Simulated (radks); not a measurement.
# Hf¹⁸⁺ in [Kr] 4d10 4f8: an all-electron calculation

Aim: the levels, the sizes of the orbitals and the parts of the energy of the hafnium ion Hf18+.

Program: radks (a radial shooting solver on a logarithmic mesh, Libxc functionals) version 1. Level of theory: Dirac Kohn-Sham, PBEsol, spin-unpolarised, spherical densities, finite nucleus; open shells are shared between the two j in proportion to 2j + 1. These are calculated values, not measurements, unless marked.

## (1) What is computed

```
element            : hafnium (Z = 72)
charge             : +18
electrons          : 54
configuration      : [Kr] 4d10 4f8
nuclear rms radius : 5.347 fm
```

The outer shells:

Hf¹⁸⁺
```
[Kr] core
4d [↑↓][↑↓][↑↓][↑↓][↑↓]
4f [↑↓][↑ ][↑ ][↑ ][↑ ][↑ ][↑ ]
```

## (2) The run

Settings of this run:

```text
Z 72
configuration [Kr] 4d10 4f8 5s0 5p0 5d0 5f0
relativity Dirac
functional pbe_sol,pbe_sol
spin unpolarised
j_filling average
nucleus finite rms 5.347 fm
c 137.035999084
```

On the command line:

```sh
python run_ks.py task.json out
```

This one command runs every case of the session in turn.

Q: Predict the outcome of this run.

As calculated:

| quantity | value |
| --- | --- |
| total energy | -14970.7146 hartree |
| exchange-correlation share of it | 1.92 % |
| −T/E | 1.1188 |
| highest occupied level | 4f7/2, -434.75 eV |
| most extended occupied level | 4f7/2, <r> = 0.529 bohr |
| radius at density 0.001 e/bohr³ | 1.60 bohr |
| maxima of the radial density | 4 |
| ionisation energy, NIST | 481 (theory) eV |

What this shows: The radial density shows 4 maxima for 4 occupied principal shells. −T/E is 1.119: with relativity the kinetic term as defined here no longer equals −E. The top level binds by 434.75 eV, 90 % of the NIST ionisation energy of 481 eV. Spin polarisation and multiplet splitting are left out. Sharing an open shell by 2j + 1 raises it above the true ground level by a part of the spin-orbit splitting, which enters the differences from NIST.
